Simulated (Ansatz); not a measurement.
# C₂H₆ClNZn: a ladder of functionals and wavefunction methods

An exercise on one series of results from a longer session: the logs are not shown, and one member is left open.

Method: functionals in def2-TZVPP, the program's frozen cores in correlated methods; program: Ansatz 0.2.0, Gaussian basis.

Levels to be run: LDA (SPW92), PBE-D4, revPBE-D4, BLYP-D4, r2SCAN-D4, B97M-V, PBE0-D4, B3LYP-D4, r2SCANh-D4, r2SCAN0-D4, HSE06-D4, BHLYP-D4, CAM-B3LYP-D4, LC-ωPBE, ωB97X-V, ωB97M-V, B2PLYP, PBE-QIDH; CCSD(T)/def2-SVP; CCSD(T)/def2-TZVPP; MP2/def2-QZVPP; extrapolation to the limit; RPA on PBE.

**The relaxed structure**

All runs share one geometry, relaxed beforehand with PBE0-D4 in a triple-zeta def2 set.

11 atoms, charge 0, spin multiplicity 1.

Atoms are counted from 1 here; the program's logs count them from 0.

Bond lengths: C1–N2 1.438 Å, C1–H6 1.102 Å, C1–H7 1.102 Å, C1–H8 1.093 Å, N2–C3 1.438 Å, N2–Zn4 1.800 Å, C3–H9 1.102 Å, C3–H10 1.093 Å, C3–H11 1.102 Å, Zn4–Cl5 2.092 Å. Angles: N2–C1–H6 111.7°, N2–C1–H7 111.7°, N2–C1–H8 111.6°, H6–C1–H7 107.0°, H6–C1–H8 107.3°, H7–C1–H8 107.3°, C1–N2–C3 112.8°, C1–N2–Zn4 123.6°, C3–N2–Zn4 123.6°, N2–C3–H9 111.7°, N2–C3–H10 111.6°, N2–C3–H11 111.7°, H9–C3–H10 107.3°, H9–C3–H11 107.0°, H10–C3–H11 107.3°, N2–Zn4–Cl5 179.9°.

Set-up of the first run:

Input file in.yaml:

```yaml
crystal:
  periodic: [false, false, false]
  atoms:
    - {symbol: C, position_ang: [-1.109867, -0.514397, 0.552221]}
    - {symbol: N, position_ang: [-0.011856, 0.153230, -0.093920]}
    - {symbol: C, position_ang: [1.234776, -0.546971, 0.062524]}
    - {symbol: Zn, position_ang: [-0.177993, 1.704011, -0.992408]}
    - {symbol: Cl, position_ang: [-0.371687, 3.504577, -2.039329]}
    - {symbol: H, position_ang: [-0.942189, -0.620893, 1.635936]}
    - {symbol: H, position_ang: [-1.264164, -1.528191, 0.149496]}
    - {symbol: H, position_ang: [-2.046568, 0.032931, 0.420894]}
    - {symbol: H, position_ang: [1.512025, -0.654986, 1.123356]}
    - {symbol: H, position_ang: [2.054855, -0.024051, -0.435722]}
    - {symbol: H, position_ang: [1.187968, -1.562259, -0.362648]}
basis:
  gaussian: {orbitals: def2-TZVPP}
hamiltonian: {xc: lda}
output: {orbitals: {seedname: orbitals}}
```

On the command line:

```console
$ ansatz run in.yaml --threads 8 --pin off --events-out ev --progress --plain --max-ram 18278MiB
```

Among the steps run: LDA; PBE-D4 (GGA); revPBE-D4 (GGA); BLYP-D4 (GGA); r2SCAN-D4 (meta-GGA); B97M-V (meta-GGA); B3LYP-D4 (hybrid); r2SCANh-D4 (hybrid); r2SCAN0-D4 (hybrid); HSE06-D4 (hybrid); BHLYP-D4 (hybrid); CAM-B3LYP-D4 (range-separated); LC-ωPBE (range-separated); ωB97X-V (range-separated); ωB97M-V (range-separated); B2PLYP (double hybrid); PBE-QIDH (double hybrid).

One table of the session follows, with a row left open; its other results are not shown here.

It belongs to the step «Orbital energies across the functionals». 

```
  functional  HOMO (eV)  gap (eV)
 LDA (SPW92)      -5.00      3.02
      PBE-D4      -4.84      3.12
   revPBE-D4      -4.78      3.17
     BLYP-D4      -4.74      3.06
   r2SCAN-D4      -5.04      3.62
      B97M-V      -5.15      3.47
     PBE0-D4      -6.06      5.24
    B3LYP-D4      -5.88      4.74
  r2SCANh-D4          ?         ?
  r2SCAN0-D4      -6.22      5.57
    HSE06-D4      -5.66      4.47
    BHLYP-D4      -7.26      7.19
CAM-B3LYP-D4      -7.45      7.52
     LC-ωPBE      -8.75     10.12
     ωB97X-V      -8.43      9.56
     ωB97M-V      -8.36      9.19
```

Estimate the missing values for r2SCANh-D4.

Worked estimate for «HOMO (eV)». Against the share of exact exchange, r2SCAN-D4 (0, -5.04), r2SCAN0-D4 (0.25, -6.22) give a slope of -4.72 per unit share; at 0.1 the line stands at -5.51.

As computed: HOMO (eV): -5.51; gap (eV): 4.41. In «HOMO (eV)» the line misses by 0.00.
